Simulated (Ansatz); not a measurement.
# CH4O (SMILES CO) at BCCD(T)/def2-TZVP

Aim: the electronic atomisation energy of CH4O at BCCD(T)/def2-TZVP, from 4 runs. 

The results are computed with Ansatz 0.2.0.

55 further runs of the same task are left out: 55 set aside as unsound or not needed.

## Step 1: The system as given

CH4O has 6 atoms, charge 0, and is taken as a singlet. As SMILES, `CO`. The shape is that of a PBE0-D4/def2-TZVP optimisation.

Bond lengths: C1–O2 1.409 Å, C1–H3 1.090 Å, C1–H4 1.097 Å, C1–H5 1.097 Å, O2–H6 0.959 Å. Angles: C1–O2–H6 108.5°, O2–C1–H3 107.0°, O2–C1–H4 112.4°, O2–C1–H5 112.4°, H3–C1–H4 108.1°, H3–C1–H5 108.1°, H4–C1–H5 108.6°.

## Step 2: The energy at BCCD(T)/def2-TZVP

job.yaml reads:

```yaml
crystal:
  periodic: [false, false, false]
  atoms:
    - {symbol: C, position_ang: [-0.088400, -0.207400, -0.275700]}
    - {symbol: O, position_ang: [-0.165000, 0.316500, 1.030100]}
    - {symbol: H, position_ang: [-0.864700, -0.968400, -0.360900]}
    - {symbol: H, position_ang: [0.878800, -0.683600, -0.479200]}
    - {symbol: H, position_ang: [-0.272700, 0.554400, -1.043400]}
    - {symbol: H, position_ang: [0.512100, 0.988500, 1.129100]}
basis:
  gaussian:
    orbitals: def2-TZVP
accuracy: high
correlation:
  method: bccd_t
  frozen_orbitals: {C: 1, H: 0, O: 1}
scf:
  omitted_lower_state_checks: [cluster_reference, increment]
```

On the command line:

```console
$ ansatz run job.yaml --threads 1 --pin off --max-ram 3480MiB --events-out events.jsonl --progress --plain --runs-dir runs
```

What it wrote:

```text
Warning: RAYON_NUM_THREADS=1 ignored (pool sized by the plan → 1); use --threads N
Functional definition: HF
  name "HF"
  exchange = exact_x
  correlation = 0
these checks for a lower state are left out or cut short: cluster_reference, increment
1577 factors; integrals over basis functions are off by at most 3.8e-9 eV
mean field evaluation 1: about -3130.0738 eV, gradient 3.0e1 eV
mean field evaluation 2: about -3130.0749 eV, gradient 3.0e1 eV
mean field evaluation 4: about -3131.8035 eV, gradient 2.6e0 eV
mean field evaluation 8: about -3131.8233 eV, gradient 8.6e-5 eV
mean field -3131.82333559 eV, -115.0923847567 hartree, gradient 6.9e-9 eV, S^2 0.000000; 0 other end points of the search recorded, 0 dependent functions left out
2 core orbitals not correlated: weight in the atoms' cores, before any rotation towards them, 1.000 or more for the frozen orbitals, at most 0.000 for the correlated occupied ones
reference -3131.82333559 eV, -115.0923847567 hartree; 7, 7 occupied and 77, 77 virtual orbitals, 1577 factors
second order -11.29705906 eV of doubles, -0.00000000 eV of singles
cycle   1  -11.54815655 eV  change   -2.5e-1 eV  update   6.1e-2
cycle   2  -11.79113502 eV  change   -2.4e-1 eV  update   1.7e-2
cycle   3  -11.83895329 eV  change   -4.8e-2 eV  update   7.6e-3
cycle   4  -11.83575198 eV  change    3.2e-3 eV  update   1.8e-3
cycle   5  -11.83619980 eV  change   -4.5e-4 eV  update   6.2e-4
cycle   6  -11.83629991 eV  change   -1.0e-4 eV  update   1.8e-4
cycle   7  -11.83629094 eV  change    9.0e-6 eV  update   6.1e-5
cycle   8  -11.83627846 eV  change    1.2e-5 eV  update   1.9e-5
cycle   9  -11.83627693 eV  change    1.5e-6 eV  update   5.9e-6
cycle  10  -11.83627397 eV  change    3.0e-6 eV  update   1.7e-6
cycle  11  -11.83627526 eV  change   -1.3e-6 eV  update   5.6e-7
cycle  12  -11.83627540 eV  change   -1.3e-7 eV  update   1.5e-7
cycle  13  -11.83627561 eV  change   -2.1e-7 eV  update   5.5e-8
cycle  14  -11.83627565 eV  change   -4.4e-8 eV  update   2.9e-8
cycle  15  -11.83627564 eV  change    7.8e-9 eV  update   1.8e-8
cycle  16  -11.83627605 eV  change   -4.1e-7 eV  update   1.3e-7
cycle  17  -11.83627606 eV  change   -1.2e-8 eV  update   3.0e-8
cycle  18  -11.83627608 eV  change   -2.0e-8 eV  update   1.0e-8
cycle  19  -11.83627609 eV  change   -3.3e-9 eV  update   2.6e-9
cycle  20  -11.83627609 eV  change  -1.8e-10 eV  update  8.6e-10
perturbative correction -0.39530734 eV, -0.0145272767 hartree
Total energy: -3144.05491901 eV, -115.5418871566 hartree
Checks for a lower state left out: cluster_reference, increment
```

It took 9 s on 1 thread of Arm Neoverse V2, shared host; peak memory 0.63 GiB.

## Step 3: The C atom, same level

molecule.yaml reads:

```yaml
crystal:
  periodic: [false, false, false]
  atoms:
    - {symbol: C, position_ang: [0.000000, 0.000000, 0.000000]}
basis:
  gaussian:
    orbitals: def2-TZVP
magnetization:
  spin_polarized: true
  initial_magnetization: 2
correlation:
  method: bccd_t
  frozen_orbitals: {C: 1}
accuracy: high
scf:
  omitted_lower_state_checks: [cluster_reference, increment]
```

Run the same way, it converges to -37.78103 Eh (log not shown).

## Step 4: The H atom: the energy at UHF/def2-TZVP

molecule.yaml reads:

```yaml
crystal:
  periodic: [false, false, false]
  atoms:
    - {symbol: H, position_ang: [0.000000, 0.000000, 0.000000]}
basis:
  gaussian: {orbitals: def2-TZVP}
magnetization: {spin_polarized: true, initial_magnetization: 1}
hamiltonian: {xc: hf}
accuracy: high
```

Run the same way, it converges to -0.49981 Eh (log not shown).

## Step 5: The O atom, same level

in.yaml reads:

```yaml
crystal:
  periodic: [false, false, false]
  atoms:
    - {symbol: O, position_ang: [0.000000, 0.000000, 0.000000]}
basis:
  gaussian:
    orbitals: def2-TZVP
magnetization:
  spin_polarized: true
  initial_magnetization: 2
correlation:
  method: bccd_t
  frozen_orbitals: {O: 1}
accuracy: high
scf:
  omitted_lower_state_checks: [cluster_reference, increment]
```

Run the same way, it converges to -74.97674 Eh (log not shown).

## Step 6: Outcome

Level: BCCD(T)/def2-TZVP, 2 core orbitals frozen.

```
                                             quantity          value
                               molecule: total energy  -115.54189 Eh
molecule: correlation energy (2 core orbitals frozen)     -449.5 mEh
                             molecule: (T) correction     -14.53 mEh
                                 C atom: total energy   -37.78103 Eh
   C atom: correlation energy (1 core orbital frozen)      -88.5 mEh
                               C atom: (T) correction      -2.07 mEh
            C atom: ⟨S²⟩ of the reference determinant          2.010
                                 H atom: total energy    -0.49981 Eh
                                         H atom: ⟨S²⟩          0.750
                                 O atom: total energy   -74.97674 Eh
   O atom: correlation energy (1 core orbital frozen)     -161.1 mEh
                               O atom: (T) correction      -2.93 mEh
            O atom: ⟨S²⟩ of the reference determinant          2.008
                        electronic atomisation energy      21.358 eV
```

**Reading.** Taking the molecule apart into free atoms costs 21.36 eV (2061 kJ/mol), before zero-point energy and without spin-orbit coupling. The triples (molecule) make up 3.2 % of the correlation energy. The triples (C atom) make up 2.3 % of the correlation energy. The triples (O atom) make up 1.8 % of the correlation energy.
